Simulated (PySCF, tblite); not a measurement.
**C₆H₁₀O₂− (doublet): geometry, infrared bands and EPR parameters**

Wanted: the infrared bands and EPR parameters of C₆H₁₀O₂− (doublet) (`C=C(OC)[C@H](C)[CH][O-]`), by calculation.

Programs: tblite 0.8.0 and PySCF 2.14.0, with density-fitted response routines of our own. Each step states its level of theory. These are calculated values for one molecule in the gas phase, unless marked as measured. Atoms count from 0, in the outputs and in this text.

### Step 1. The molecule as given

18 atoms, charge -1, multiplicity 2; geometry from: force field or distance geometry start.

Bonds of the start (Å): C0–C1 1.36, C1–O2 1.40, O2–C3 1.44, C1–C4 1.52, C4–C5 1.54, C4–C6 1.53, C6–O7 1.25, C0–H8 1.08, C0–H9 1.08, C3–H10 1.10, C3–H11 1.08, C3–H12 1.09, C4–H13 1.09, C5–H14 1.09, C5–H15 1.10, C5–H16 1.09, C6–H17 1.08.

### Step 2. Geometry optimisation with GFN2-xTB

What the job is given:

```
{"job": {"kind": "relax", "xc": "GFN2-xTB", "basis": "xTB"}, "charge": -1, "multiplicity": 2}
C      1.719300    -0.939500     0.586700
C      0.509700    -0.339300     0.706800
O      0.172400     0.114100     1.987600
C     -0.296800     1.477900     1.944900
C     -0.531400    -0.233700    -0.397500
C     -0.594200    -1.488800    -1.293400
C     -0.275700     0.989700    -1.276100
O     -1.223500     1.779400    -1.486300
H      2.051800    -1.333200    -0.362100
H      2.377600    -1.006400     1.439300
H     -0.311800     1.833300     2.983600
H      0.378300     2.111500     1.385400
H     -1.325000     1.533500     1.584600
H     -1.513100    -0.173000     0.074300
H      0.307100    -1.597500    -1.903500
H     -0.710800    -2.390600    -0.670200
H     -1.443900    -1.433800    -1.970900
H      0.701200     1.102800    -1.724700
```

The run is started by

```sh
$ OMP_NUM_THREADS=1 python probes_run.py task.json out
```

This one command runs all jobs of the session in turn.

**Question.** This job is followed by: GFN2-xTB harmonic vibrations, gas phase; UKS B3LYP, pcH-1 on C H O, non-relativistic, mean-field spin-orbit, GIAO. What will the session give for the following? strongest single infrared mode (GFN2-xTB); zero-point energy (GFN2-xTB); g(iso) (B3LYP); ⟨S²⟩; largest a(iso) (averaged by class).

The runs gave:

| quantity | value |
| --- | --- |
| strongest single infrared mode (GFN2-xTB) | 1507 cm⁻¹, 676 km/mol |
| zero-point energy (GFN2-xTB) | 89.0 kcal/mol |
| g(iso) (B3LYP) | 2.00363 |
| ⟨S²⟩ | 0.757 (exact 0.75) |
| largest a(iso) (averaged by class) | 13C on C5, 76.0 MHz |

What this shows: Relaxing lowered the energy by 0.380 eV in 128 steps; the close pair that moved most is O2–C3, from 1.443 to 1.409 Å. No mode is imaginary among the 48: a minimum at this level. The strongest single mode, at 1507 cm⁻¹, is spread over many atoms; the largest shares are those of C6, O7. Unscaled tight-binding wavenumbers are off by several per cent, some by more. Its intensities can rank the bands wrongly. C6 carries the largest spin population, 0.43 e. The isotropic g lies 1.3 ppt above the free-electron value.
